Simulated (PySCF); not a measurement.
**A diatomic session: TiCl**

An exercise on one series of results from a longer session: the logs are not shown, and one member is left open.

Program: PySCF 2.14.0. Level of theory: Ti def2-TZVPPD, Cl def2-TZVPPD, no relativity. These are calculated values, not measurements.

1 further run of the same task is left out (it didn't finish).

Set-up of the first run:

Settings of the job:

| Quantity | Value |
| --- | --- |
| atoms | Ti, Cl |
| charge | 0 |
| basis | Ti def2-TZVPPD, Cl def2-TZVPPD |
| Hamiltonian | no relativity |
| basis functions | 118 |
| electrons treated | 39 |
| masses in u | 47.9479, 34.9689 |
| levels | PBE0, PBE, r²SCAN, M06-2X, BHandHLYP, r²SCANh, PW91, M06, ωB97M-V, HF, MP2, SCS-MP2 |
| grid | 80 radial by 434 angular points |
| occupations | held fixed by the projection of orbital angular momentum |
| dissociation limit | Ti + Cl, each in its ground configuration |
| starting distance in angstrom | 2.235 |
| values of 2S to try | 1, 3, 5 |

The run is started by

```bash
> OMP_NUM_THREADS=2 python dia.py task.json out
```

Among the steps run: Set-up; First curve: PBE0; Other states along the same grid; PBE; r²SCAN; M06-2X (hybrid meta-GGA); BHandHLYP; r²SCANh (hybrid meta-GGA); PW91 (GGA); M06; ωB97M-V; UHF (mean field).

One of the session's tables, all rows but one given; the rest of the session is left out.

Energy (eV) from each level's lowest point:

| R (Å) | UHF | UHF-MP2 | UHF-SCS-MP2 | PBE | PW91 |
| --- | --- | --- | --- | --- | --- |
| 1.946 | 1.642 | 1.007 | 1.147 | 0.836 | 0.831 |
| 2.037 | 0.876 | 0.464 | 0.552 | 0.353 | 0.349 |
| 2.127 | 0.398 | 0.157 | 0.203 | 0.098 | 0.095 |
| 2.195 | ? | ? | ? | ? | ? |
| 2.263 | 0.054 | 0.000 | 0.001 | 0.000 | 0.000 |
| 2.331 | 0.000 | 0.016 | 0.000 | 0.037 | 0.038 |
| 2.421 | 0.012 | 0.105 | 0.069 | 0.145 | 0.148 |
| 2.535 | 0.123 | 0.288 | 0.234 | 0.342 | 0.346 |
| 2.670 | 0.341 | 0.572 | 0.500 | 0.626 | 0.631 |
| 2.851 | 0.705 | 0.998 | 0.909 | 1.033 | 1.040 |

Estimate the missing values for R (Å) = 2.195.

Worked estimate for «UHF». A straight line through the neighbours (2.127, 0.398) and (2.263, 0.054) gives 0.398 + (0.054 − 0.398) × (2.195 − 2.127) / (2.263 − 2.127) = 0.226; a parabola fitted to 4 rows on both sides gives 0.175.

As computed: UHF: 0.180; UHF-MP2: 0.041; UHF-SCS-MP2: 0.063; PBE: 0.015; PW91: 0.013. In «UHF» the line misses by +0.046 and the parabola by -0.005.
